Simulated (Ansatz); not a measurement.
**Al2WOF: one geometry, two states**

Aim: solve Al2WOF (a borrowed structure type, volume estimated) from each of its saved states, at one geometry and mesh, and see which is lowest and how they differ.

Method: DFT, PBE, with U_eff = 2.46 eV on W d and an intersite V, plane waves, PAW, in Ansatz 0.2.0.

**1. Geometry**

Symmetry: Cmme, No. 67, orthorhombic system. Conventional cell: a = 4.845 Å, b = 10.622 Å, c = 4.845 Å, α = 90.00°, β = 90.00°, γ = 90.00°. Al (site symmetry m) has 2 O at 1.95 Å and 2 F at 2.13 Å as nearest neighbours. O (site symmetry 222) has 4 Al at 1.95 Å as nearest neighbours. F (site symmetry 222) is surrounded by 4 Al at 2.13 Å. W (site symmetry mm2) has 6 Al at 2.64 to 2.88 Å as nearest neighbours.

Its coordinates follow in the input file.

The states: A, W9 up, W10 down (collinear spin); B, W9 up, W10 up (collinear spin). Each run reads its own saved solution as saved_state.

**2. State A: the run**

Contents of input.yaml:

```yaml
crystal:
  lattice:
    - [-4.84533646, 0.0, 0.0]
    - [0.0, -4.84533646, 0.0]
    - [0.0, 2.42266823, 5.31115366]
  atoms:
    - { symbol: Al, position: [0.7806, 0.89638, 0.29276] }
    - { symbol: Al, position: [0.2194, 0.39638, 0.29276] }
    - { symbol: Al, position: [0.7806, 0.60362, 0.70724] }
    - { symbol: Al, position: [0.2194, 0.10362, 0.70724] }
    - { symbol: O, position: [0.0, 0.25, 0.5] }
    - { symbol: O, position: [0.0, 0.75, 0.5] }
    - { symbol: F, position: [0.5, 0.25, 0.5] }
    - { symbol: F, position: [0.5, 0.75, 0.5] }
    - { symbol: W, position: [0.7803, 0.25, 0.0], spin: 1.0 }
    - { symbol: W, position: [0.2197, 0.75, 0.0], spin: -1.0 }
kpoints:
  mp_grid: { grid: [4, 4, 4], shift: [0.0, 0.0, 0.5] }
magnetization:
  spin_polarized: true
scf:
  occupations: { method: fermi_dirac }
  lower_state_search: "off"
  max_iter: 200
hamiltonian:
  pseudopotentials: { kind: paw }
  xc: pbe
  hubbard:
    projectors: all-electron-ortho-atomic
    sites: [{ species: W, l: d, u_eff: 2.46 }, { species: F, l: p, u_eff: 0.0 }]
    v: [{ species: [W, F], l: [d, p], v: 0.53, r_cut: 3.863 }]
basis:
  ecutwfc: 420
  fft_grid_basis: typed
output:
  forces: true
  stress: true
  eigenvalues: true
  bader: true
  populations: true
  elf: true
  write_potential: true
  volumetric_format: npy
  dos:
    e_range: [-12, 8]
    de: 0.05
    projected: { site_lists: { Al: [Al], F: [F], O: [O], W: [W] } }
checkpoint:
  read: saved_state
```

**4. State B: the run**

Changes to input.yaml since step 2:

```diff
@@ -14,6 +14,15 @@
     - { symbol: F, position: [0.5, 0.75, 0.5] }
-    - { symbol: W, position: [0.7803, 0.25, 0.0], spin: 1.0 }
-    - { symbol: W, position: [0.2197, 0.75, 0.0], spin: -1.0 }
+    - { symbol: W, position: [0.7803, 0.25, 0.0] }
+    - { symbol: W, position: [0.2197, 0.75, 0.0] }
+  symmetry: { detect: false, time_reversal: true }
 kpoints:
   mp_grid: { grid: [4, 4, 4], shift: [0.0, 0.0, 0.5] }
+  band_path:
+    path:
+      - [0.0, 0.0, 0.0]
+      - [0.0, 0.5, 0.0]
+      - [0.5, 0.5, 0.0]
+      - [0.5, 0.0, 0.0]
+      - [0.5, 0.0, 0.5]
+    npoints: 13
 magnetization:
```

(Steps that only read results are left out.)

What does the calculation give? Wanted: for each run, free energy; largest site moment; size of the net moment; gap; pressure; largest force.

The runs gave:

```csv
state,free energy (meV/atom),largest site moment (μB),size of the net moment (μB/cell),gap (eV),pressure (GPa),largest force (eV/Å),SCF cycles
A,18.3,1.99,0.00,metal,6.6,1.54,12
B,0.0,1.88,5.87,metal,5.5,1.75,6
```

What this shows: State B wins by 18.3 meV per atom over A. The atoms are far from rest (forces to 1.7 eV/Å), so order and character hold for this geometry alone. At the same volume their pressures differ by 1.0 GPa. Every run converged, so convergence alone does not show that a state is the lowest.

Caveats: the k mesh is coarse for a cell without a gap.
